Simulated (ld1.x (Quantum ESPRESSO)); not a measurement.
# W: generating and testing a TM potential

Do these settings give a usable potential? It is generated, then checked for transferability, scattering, ghosts and hardness.

The numbers are computed with ld1.x (Quantum ESPRESSO) 7.5 (PBE, scalar-relativistic, spin-unpolarised reference atom).

### Step 1. The design

Typed settings, in words:

| Property | Result |
| --- | --- |
| element | tungsten (W, Z = 74) |
| type | norm-conserving Troullier–Martins (Kleinman–Bylander form) |
| frozen core | [Xe] 4f14 |
| valence charge | 6 |
| reference configuration | 5d4 6s2 6p0 |
| partial waves | 6s (bound): rc 2.40 bohr; 6p (bound, empty): rc 3.40 bohr; 5d (bound): rc 2.45 bohr |
| local potential | the d channel |
| core correction | Bessel-smoothed model core, default radius (core density twice the valence density) |

The nodes and maxima of the atom's own shells, from an earlier all-electron run, set the scale for the radii.

All-electron outer shells of the reference configuration (PBE, scalar-relativistic, ld1.x):

| shell | level (eV) | outermost node (bohr) | outermost maximum (bohr) |
| --- | --- | --- | --- |
| 5p | -43.20 | 0.57 | 1.09 |
| 4f | -33.21 | – | 0.43 |
| 6s | -5.71 | 1.28 | 2.67 |
| 5d | -4.48 | 0.63 | 1.49 |
| 6p | -1.36 | 1.54 | 3.75 |

### Step 2. Generation

W.in

```
 &input
   title='W', zed=74., rel=1, dft='PBE', iswitch=3,
   config='[Xe] 4f14 5d4 6s2 6p0',
   nld=3, rlderiv=3.70, eminld=-2.0, emaxld=5.0, deld=0.02
 /
 &inputp
   pseudotype=2, tm=.true., lloc=2,
   nlcc=.true., new_core_ps=.true.,
   file_pseudopw='W.UPF', file_wfcaegen='ae.wfc', file_wfcncgen='nc.wfc', file_beta='beta', file_chi='chi'
 /
3
6S  1  0   2.00   0.00  2.40  2.40  0.0
6P  2  1   0.00   0.00  3.40  3.40  0.0
5D  3  2   4.00   0.00  2.45  2.45  0.0
 &test
   configts(1)='5d4 6s2 6p0'
 /
```

The run is started by

```console
$ ld1.x < W.in > W.out
```

What the program wrote to W.out (without the banner and most projector matrices):

```text
     Program LD1 v.7.5
     --------------------------- All-electron run ----------------------------

     W
     scalar relativistic calculation

     atomic number is 74.00
     dft =PBE   lsd =0 sic =0 latt =0  beta=0.20 tr2=1.0E-14
     Exchange-correlation= PBE
                           (   1   4   3   4   0   0   0)
     mesh =1273 r(mesh) =  99.08072 a.u. xmin = -7.00 dx = 0.01250
     1 Ry =  13.60569312 eV, c = 137.03599908

     n l     nl                  e(Ry)          e(Ha)          e(eV)
     1 0     1S 1( 2.00)     -5108.0325     -2554.0163    -69498.3227
     2 0     2S 1( 2.00)      -881.6250      -440.8125    -11995.1197
     2 1     2P 1( 6.00)      -770.9375      -385.4687    -10489.1389
     3 0     3S 1( 2.00)      -203.0444      -101.5222     -2762.5605
     3 1     3P 1( 6.00)      -170.2715       -85.1358     -2316.6624
     4 0     4S 1( 2.00)       -41.8880       -20.9440      -569.9155
     4 1     4P 1( 6.00)       -31.1402       -15.5701      -423.6836
     3 2     3D 1(10.00)      -132.6048       -66.3024     -1804.1802
     5 0     5S 1( 2.00)        -5.8117        -2.9059       -79.0726
     5 1     5P 1( 6.00)        -3.1753        -1.5876       -43.2016
     4 2     4D 1(10.00)       -17.5243        -8.7621      -238.4301
     4 3     4F 1(14.00)        -2.4407        -1.2203       -33.2069
     5 2     5D 1( 4.00)        -0.3293        -0.1646        -4.4800
     6 0     6S 1( 2.00)        -0.4199        -0.2099        -5.7127
     6 1     6P 1( 0.00)        -0.1001        -0.0500        -1.3613

     final scf error:  6.9E-15 reached in  30 iterations

     Etot =  -32285.036163 Ry,  -16142.518081 Ha, -439260.294494 eV

     Ekin =   35580.599384 Ry,   17790.299692 Ha,  484098.716355 eV
     Encl =  -79832.739882 Ry,  -39916.369941 Ha,-1086179.759999 eV
     Eh   =   12612.479938 Ry,    6306.239969 Ha,  171601.531560 eV
     Exc  =    -645.375604 Ry,    -322.687802 Ha,   -8780.782411 eV

     normalization and overlap integrals

     s(1S/1S) =  1.000000  <r> =   0.0183  <r2> =    0.0005  r(max) =   0.0115
     s(2S/2S) =  1.000000  <r> =   0.0776  <r2> =    0.0071  r(max) =   0.0653
     s(2P/2P) =  1.000000  <r> =   0.0694  <r2> =    0.0059  r(max) =   0.0541
     s(3S/3S) =  1.000000  <r> =   0.2010  <r2> =    0.0462  r(max) =   0.1842
     s(3P/3P) =  1.000000  <r> =   0.2013  <r2> =    0.0470  r(max) =   0.1842
     s(4S/4S) =  1.000000  <r> =   0.4495  <r2> =    0.2281  r(max) =   0.4204
     s(4P/4P) =  1.000000  <r> =   0.4780  <r2> =    0.2599  r(max) =   0.4419
     s(3D/3D) =  1.000000  <r> =   0.1824  <r2> =    0.0390  r(max) =   0.1490
     s(5S/5S) =  1.000000  <r> =   1.0670  <r2> =    1.2795  r(max) =   0.9593
     s(5P/5P) =  1.000000  <r> =   1.2493  <r2> =    1.7716  r(max) =   1.0870
     s(4D/4D) =  1.000000  <r> =   0.5113  <r2> =    0.3030  r(max) =   0.4531
     s(4F/4F) =  1.000000  <r> =   0.6078  <r2> =    0.4644  r(max) =   0.4310
     s(5D/5D) =  1.000000  <r> =   2.0741  <r2> =    5.2814  r(max) =   1.4858
     s(6S/6S) =  1.000000  <r> =   3.1762  <r2> =   11.5366  r(max) =   2.6736
     s(6P/6P) =  1.000000  <r> =   4.8422  <r2> =   27.6044  r(max) =   3.7469

     ------------------------ End of All-electron run ------------------------

     --------------------- Generating NC pseudopotential ---------------------

      Generating local pot.: lloc=2, matching radius rcloc =   2.4500

      Computing core charge for nlcc:

       r > 1.58 : true rho core
      Core charge pseudized with two Bessel functions
      Integrated core pseudo-charge :  15.30

      Wfc   6S  rcut= 2.389  Using Troullier-Martins method

      Wfc   6P  rcut= 3.390  Using Troullier-Martins method

     ------------------- End of pseudopotential generation -------------------

     [... the all-electron block is printed once more ...]


     Computing logarithmic derivative in   3.67739
     Computing logarithmic derivative in   3.67739
     Computing the partial wave expansion
     R is outside the sphere for l=    0 j= 0.00
     R is outside the sphere for l=    1 j= 0.00
       no projector for channel:   2

     ---------------------- Testing the pseudopotential ----------------------

     W
     scalar relativistic calculation

     atomic number is 74.00   valence charge is  6.00
     dft =PBE   lsd =0 sic =0 latt =0  beta=0.20 tr2=1.0E-14
     mesh =1273 r(mesh) =  99.08072 xmin = -7.00 dx = 0.01250

     n l     nl             e AE (Ry)        e PS (Ry)    De AE-PS (Ry)
     3 2     5D   1( 4.00)       -0.32927       -0.32928        0.00000
     1 0     6S   1( 2.00)       -0.41988       -0.41988        0.00000
     2 1     6P   1( 0.00)       -0.10005       -0.10005       -0.00000

     eps = 4.0E-15  iter = 14

     Etot =  -32285.036163 Ry,  -16142.518081 Ha, -439260.294494 eV
     Etotps =   -40.953297 Ry,     -20.476648 Ha,    -557.197987 eV

     Ekin =      12.889549 Ry,       6.444774 Ha,     175.371246 eV
     Encl =     -36.971516 Ry,     -18.485758 Ha,    -503.023107 eV
     Ehrt =      13.424769 Ry,       6.712385 Ha,     182.653294 eV
     Ecxc =     -31.186054 Ry,     -15.593027 Ha,    -424.307874 eV
     (Ecc =     -25.928308 Ry,     -12.964154 Ha,    -352.772596 eV)
     Epseu=       0.889955 Ry,       0.444977 Ha,      12.108454 eV

     ---------------------- End of pseudopotential test ----------------------
```

It took 1.5 s on 1 thread of Neoverse-V2, shared host. This counts the later configuration tests of the new file too.

All-electron and pseudo partial waves u(r) = r·R(r), from the program's wave files:

| r (bohr) | 5d AE | 5d PS | 6s AE | 6s PS |
| --- | --- | --- | --- | --- |
| 0.170 | 0.1275 | 0.0059 | -0.1151 | 0.0162 |
| 0.340 | -0.3025 | 0.0442 | 0.1843 | 0.0337 |
| 0.510 | -0.2175 | 0.1331 | 0.0121 | 0.0540 |
| 0.680 | 0.0893 | 0.2685 | -0.2264 | 0.0786 |
| 0.850 | 0.3715 | 0.4256 | -0.2991 | 0.1093 |
| 1.020 | 0.5670 | 0.5709 | -0.2294 | 0.1481 |
| 1.190 | 0.6802 | 0.6776 | -0.0865 | 0.1967 |
| 1.360 | 0.7315 | 0.7349 | 0.0766 | 0.2558 |
| 1.530 | 0.7409 | 0.7479 | 0.2298 | 0.3245 |
| 1.700 | 0.7241 | 0.7299 | 0.3593 | 0.3991 |
| 1.870 | 0.6919 | 0.6949 | 0.4611 | 0.4731 |
| 2.040 | 0.6516 | 0.6525 | 0.5362 | 0.5382 |
| 2.210 | 0.6078 | 0.6078 | 0.5875 | 0.5876 |
| 2.380 | 0.5630 | 0.5630 | 0.6188 | 0.6188 |
| 2.550 | 0.5191 | 0.5191 | 0.6336 | 0.6336 |
| 2.720 | 0.4768 | 0.4768 | 0.6353 | 0.6353 |
| 2.890 | 0.4367 | 0.4367 | 0.6266 | 0.6266 |
| 3.060 | 0.3990 | 0.3990 | 0.6100 | 0.6100 |
| 3.230 | 0.3639 | 0.3639 | 0.5877 | 0.5877 |
| 3.400 | 0.3313 | 0.3313 | 0.5611 | 0.5611 |
| 3.570 | 0.3012 | 0.3012 | 0.5318 | 0.5318 |
| 3.740 | 0.2736 | 0.2736 | 0.5010 | 0.5010 |
| 3.910 | 0.2482 | 0.2482 | 0.4694 | 0.4694 |
| 4.080 | 0.2250 | 0.2250 | 0.4379 | 0.4379 |
| 4.250 | 0.2039 | 0.2039 | 0.4069 | 0.4069 |
| 4.420 | 0.1847 | 0.1847 | 0.3769 | 0.3769 |

### Step 3. Testing the new file in other configurations

W.test.in

```
 &input
   title='W', zed=74., rel=1, dft='PBE', iswitch=2,
   config='[Xe] 4f14 5d4 6s2 6p0'
 /
 &test
   file_pseudo='W.UPF', nconf=8,
   configts(1)='5d4 6s2 6p0',
   configts(2)='5d4 6s1 6p0',
   configts(3)='5d4 6s0 6p0',
   configts(4)='5d3 6s0 6p0',
   configts(5)='5d4 6s0 6p2',
   configts(6)='5d4 6s1.5 6p0',
   configts(7)='5d3 6s2 6p0',
   configts(8)='5d4.5 6s1.5 6p0'
 /
```

The run is started by

```console
$ ld1.x < W.test.in > W.test.out
```

W.test.out, the pseudopotential blocks, each with the warnings that came before it:

```text
     ---------------------- Testing the pseudopotential ----------------------

     W
     scalar relativistic calculation

     atomic number is 74.00   valence charge is  6.00
     dft =PBE   lsd =0 sic =0 latt =0  beta=0.20 tr2=1.0E-14
     mesh =1273 r(mesh) =  99.08072 xmin = -7.00 dx = 0.01250

     n l     nl             e AE (Ry)        e PS (Ry)    De AE-PS (Ry)
     3 2     5D   1( 4.00)       -0.32927       -0.32928        0.00000
     1 0     6S   1( 2.00)       -0.41988       -0.41988        0.00000
     2 1     6P   1( 0.00)       -0.10005       -0.10005       -0.00000

     eps = 3.9E-15  iter = 14

     Etot =  -32285.036163 Ry,  -16142.518081 Ha, -439260.294495 eV
     Etotps =   -40.953297 Ry,     -20.476648 Ha,    -557.197987 eV

     Ekin =      12.889549 Ry,       6.444774 Ha,     175.371246 eV
     Encl =     -36.971516 Ry,     -18.485758 Ha,    -503.023107 eV
     Ehrt =      13.424769 Ry,       6.712385 Ha,     182.653294 eV
     Ecxc =     -31.186054 Ry,     -15.593027 Ha,    -424.307874 eV
     (Ecc =     -25.928308 Ry,     -12.964154 Ha,    -352.772596 eV)
     Epseu=       0.889955 Ry,       0.444977 Ha,      12.108454 eV

     ---------------------- End of pseudopotential test ----------------------

     Warning: n=2, l=1 expected 0 nodes, found 1
     ---------------------- Testing the pseudopotential ----------------------

     W
     [...]
     n l     nl             e AE (Ry)        e PS (Ry)    De AE-PS (Ry)
     3 2     5D   1( 4.00)       -0.86192       -0.86061       -0.00132
     1 0     6S   1( 1.00)       -0.89530       -0.89661        0.00132
     2 1     6P   1( 0.00)       -0.50053       -0.50053        0.00000

     eps = 2.2E-16  iter = 12

     Etot =  -32284.383265 Ry,  -16142.191633 Ha, -439251.411371 eV
     Etotps =   -40.299579 Ry,     -20.149789 Ha,    -548.303705 eV
     dEtot_ae =       0.652898 Ry
     dEtot_ps =       0.653718 Ry,   Delta E=      -0.000820 Ry

     [...]
     ---------------------- End of pseudopotential test ----------------------

     ---------------------- Testing the pseudopotential ----------------------

     W
     [...]
     n l     nl             e AE (Ry)        e PS (Ry)    De AE-PS (Ry)
     3 2     5D   1( 4.00)       -1.46122       -1.45978       -0.00144
     1 0     6S   1( 0.00)       -1.41739       -1.42131        0.00392
     2 1     6P   1( 0.00)       -0.95514       -0.95514        0.00000

     eps = 1.6E-15  iter =  7

     Etot =  -32283.230847 Ry,  -16141.615423 Ha, -439235.731921 eV
     Etotps =   -39.144301 Ry,     -19.572150 Ha,    -532.585345 eV
     dEtot_ae =       1.805316 Ry
     dEtot_ps =       1.808996 Ry,   Delta E=      -0.003680 Ry

     [...]
     ---------------------- End of pseudopotential test ----------------------

     Warning: n=1, l=0 expected 0 nodes, found 1
     ---------------------- Testing the pseudopotential ----------------------

     W
     [...]
     n l     nl             e AE (Ry)        e PS (Ry)    De AE-PS (Ry)
     3 2     5D   1( 3.00)       -2.28639       -2.30233        0.01594  !
     1 0     6S   1( 0.00)       -2.08186       -2.08927        0.00741  !
     2 1     6P   1( 0.00)       -1.53018       -1.53018        0.00000

     eps = 3.6E-15  iter = 11

     Etot =  -32281.365306 Ry,  -16140.682653 Ha, -439210.349951 eV
     Etotps =   -37.272501 Ry,     -18.636251 Ha,    -507.118214 eV
     dEtot_ae =       3.670856 Ry
     dEtot_ps =       3.680795 Ry,   Delta E=      -0.009939 Ry

     [...]
     ---------------------- End of pseudopotential test ----------------------

     BEWARE! Errors in PS-KS equations
     Warning: n=3, l=2 expected 0 nodes, found 1
     ---------------------- Testing the pseudopotential ----------------------

     W
     [...]
     n l     nl             e AE (Ry)        e PS (Ry)    De AE-PS (Ry)
     3 2     5D   1( 4.00)       -0.52503       -1.45978        0.93475  !
     1 0     6S   1( 0.00)       -0.56044       -0.56044        0.00000
     2 1     6P   1( 2.00)       -0.20156       -0.20156        0.00000

     eps = 4.0E-15  iter = 40

     Etot =  -32284.355605 Ry,  -16142.177802 Ha, -439251.035033 eV
     Etotps =   -39.547424 Ry,     -19.773712 Ha,    -538.070112 eV
     dEtot_ae =       0.680558 Ry
     dEtot_ps =       1.405873 Ry,   Delta E=      -0.725315 Ry

     [...]
     ---------------------- End of pseudopotential test ----------------------

     ---------------------- Testing the pseudopotential ----------------------

     W
     [...]
     n l     nl             e AE (Ry)        e PS (Ry)    De AE-PS (Ry)
     3 2     5D   1( 4.00)       -0.58620       -0.58548       -0.00072
     1 0     6S   1( 1.50)       -0.65091       -0.65147        0.00055
     2 1     6P   1( 0.00)       -0.29183       -0.29183        0.00000

     eps = 2.5E-15  iter = 12

     Etot =  -32284.769172 Ry,  -16142.384586 Ha, -439256.661901 eV
     Etotps =   -40.686082 Ry,     -20.343041 Ha,    -553.562341 eV
     dEtot_ae =       0.266991 Ry
     dEtot_ps =       0.267215 Ry,   Delta E=      -0.000224 Ry

     [...]
     ---------------------- End of pseudopotential test ----------------------

     ---------------------- Testing the pseudopotential ----------------------

     W
     [...]
     n l     nl             e AE (Ry)        e PS (Ry)    De AE-PS (Ry)
     3 2     5D   1( 3.00)       -0.99174       -1.00154        0.00980  !
     1 0     6S   1( 2.00)       -0.96542       -0.96484       -0.00059
     2 1     6P   1( 0.00)       -0.54328       -0.54328        0.00000

     eps = 9.1E-15  iter = 20

     Etot =  -32284.387175 Ry,  -16142.193588 Ha, -439251.464568 eV
     Etotps =   -40.300436 Ry,     -20.150218 Ha,    -548.315370 eV
     dEtot_ae =       0.648988 Ry
     dEtot_ps =       0.652860 Ry,   Delta E=      -0.003873 Ry

     [...]
     ---------------------- End of pseudopotential test ----------------------

     ---------------------- Testing the pseudopotential ----------------------

     W
     [...]
     n l     nl             e AE (Ry)        e PS (Ry)    De AE-PS (Ry)
     3 2     5D   1( 4.50)       -0.28400       -0.28194       -0.00206
     1 0     6S   1( 1.50)       -0.39787       -0.39928        0.00142
     2 1     6P   1( 0.00)       -0.09129       -0.09227        0.00098

     eps = 9.0E-15  iter = 10

     Etot =  -32284.985079 Ry,  -16142.492540 Ha, -439259.599471 eV
     Etotps =   -40.901145 Ry,     -20.450572 Ha,    -556.488424 eV
     dEtot_ae =       0.051083 Ry
     dEtot_ps =       0.052152 Ry,   Delta E=      -0.001069 Ry

     [...]
     ---------------------- End of pseudopotential test ----------------------
```

1 test gave no usable energy difference (5d4 6s0 6p2).

Excitation and ionisation energies from 5d4 6s2 6p0, with the error of the potential. A star marks tests that logged a warning.

```csv
valence configuration,charge,ΔE all-electron (eV),error AE − PS (meV)
5d4 6s1 6p0 *,+1,8.883,-11
5d4 6s0 6p0,+2,24.563,-50
5d3 6s0 6p0 *,+3,49.945,-135
5d4 6s1.5 6p0,+0.5,3.633,-3.0
5d3 6s2 6p0,+1,8.830,-53
5d4.5 6s1.5 6p0,0,0.695,-15
```

### Step 4. Scattering by logarithmic derivatives

Taken from the files of the generation run. The phase is arctan(r·u′/u) with u = r·R, unwrapped, with energies in Ry. A pole is an energy at which the radial function vanishes at the test radius. The pseudo phase is shifted by a multiple of π to meet the all-electron one at the reference energy. Levels narrower than the energy grid can be missing from the poles. The last column is the largest difference on the grid between −1 and +1 Ry.

```tsv
channel	radius (bohr)	reference (Ry)	poles AE	poles PS	window around the reference with phases within 0.05 rad (Ry)	largest difference near zero (rad)
s	3.68	-0.42	0.17, 4.30	0.16, 3.73	below 1.4	0.007
p	3.68	-0.10	1.05	-0.33, 1.10	-0.3 to 3.0	3.133
d	3.68	-0.33	-0.20, 2.70	-0.20, 2.72	below 4.7	0.014
```

Phases (rad) along the scan:

| E (Ry) | p AE | p PS | d AE | d PS |
| --- | --- | --- | --- | --- |
| -2.00 | 1.359 | 4.498 | 1.376 | 1.376 |
| -1.52 | 1.319 | 4.457 | 1.344 | 1.344 |
| -1.04 | 1.246 | 4.382 | 1.284 | 1.284 |
| -0.56 | 1.057 | 4.182 | 1.010 | 1.011 |
| -0.08 | -0.018 | -0.017 | -1.695 | -1.695 |
| 0.40 | -1.300 | -1.289 | -1.942 | -1.940 |
| 0.88 | -1.528 | -1.518 | -2.544 | -2.530 |
| 1.36 | -1.631 | -1.621 | -4.145 | -4.132 |
| 1.84 | -1.720 | -1.707 | -4.530 | -4.526 |
| 2.32 | -1.861 | -1.841 | -4.655 | -4.652 |
| 2.80 | -2.346 | -2.318 | -4.726 | -4.723 |
| 3.28 | -4.052 | -4.115 | -4.785 | -4.782 |
| 3.76 | -4.474 | -4.507 | -4.857 | -4.852 |
| 4.24 | -4.593 | -4.618 | -4.993 | -4.982 |
| 4.72 | -4.652 | -4.676 | -5.575 | -5.514 |

### Step 5. Cutoff and ghost test in a Bessel basis

A separate test, outside the generator: the pseudo-atom's Hamiltonian at the reference potential is diagonalised in spherical Bessel functions j_l(qr) that vanish at 20 bohr, with q² up to the cutoff.

All-electron valence levels (Ry): 6s -0.4199, 6p -0.1001, 5d -0.3293. The lowest levels of each channel (Ry) by cutoff; the last column sums, over occupied levels, occupation times the distance from the level at 400 Ry. A positive value at high cutoff is not a bound level.

| cutoff (Ry) | s #1 | s #2 | p #1 | p #2 | d #1 | f #1 | Σ f·Δε (mRy) |
| --- | --- | --- | --- | --- | --- | --- | --- |
| 8 | -1.5092 | -0.4131 | -0.1000 | 0.0495 | -0.0778 | 0.1094 | 1019.3 |
| 10 | -2.1161 | -0.4159 | -0.1000 | 0.0495 | -0.1437 | 0.1094 | 750.0 |
| 15 | -2.7774 | -0.4192 | -0.1206 | -0.1000 | -0.2577 | 0.1094 | 287.5 |
| 18 | -2.9284 | -0.4197 | -0.2282 | -0.1000 | -0.3044 | 0.1094 | 100.1 |
| 25 | -2.9614 | -0.4197 | -0.3146 | -0.1000 | -0.3259 | 0.1094 | 13.9 |
| 30 | -2.9619 | -0.4198 | -0.3213 | -0.1000 | -0.3289 | 0.1094 | 1.8 |
| 35 | -2.9624 | -0.4199 | -0.3219 | -0.1000 | -0.3292 | 0.1094 | 0.3 |
| 40 | -2.9629 | -0.4199 | -0.3219 | -0.1000 | -0.3292 | 0.1094 | 0.3 |
| 45 | -2.9630 | -0.4199 | -0.3221 | -0.1000 | -0.3292 | 0.1094 | 0.2 |
| 400 | -2.9631 | -0.4199 | -0.3224 | -0.1000 | -0.3293 | 0.1094 | 0.0 |

The sum stays within 10 mRy from 30 Ry and within 1 mRy from 35 Ry. The sum leaves out empty levels, which can need more. Ghost test: ghost states, bound below the all-electron valence or empty levels of the same l: s at -40.3 eV, p at -4.4 eV.

### Step 6. What came out

| quantity | value |
| --- | --- |
| cutoffs for 10 and 1 mRy, occupied levels | 30 Ry and 35 Ry |
| bound ghosts | s at -40.32 eV, p at -4.39 eV |
| largest test error (AE − PS) | -135 meV, for 5d3 6s0 6p0 (one of 3 tests with a warning) (1 test unsolved) |
| largest phase difference near zero energy, channels read | 3.133 rad |

What this shows: It has a bound ghost (s, p), a state that the atom doesn't have, and that rules the file out. By total energies transferability is fair for so large an energy: the largest error is 135 meV on 49.9 eV, for 5d3 6s0 6p0. That test lies far up in energy; among those under 40 eV, nearer to bonding, the largest error is 53 meV. Of the tests 1 gave no usable energy difference, which is a warning in itself. By its cutoff, 30 Ry for the looser tolerance, it is soft on the atom at that tolerance. The slowest occupied level is 5d: taken alone it needs 30 Ry to come within 1 mRy, against 15 Ry for 6s. Near zero energy the largest phase difference among the channels read is 3.13 rad, in the p channel. A step near π is an extra or missing state, not a misfit of shape. The pseudo curves have a pole with no partner nearby in the atom's: p at -0.33 Ry.
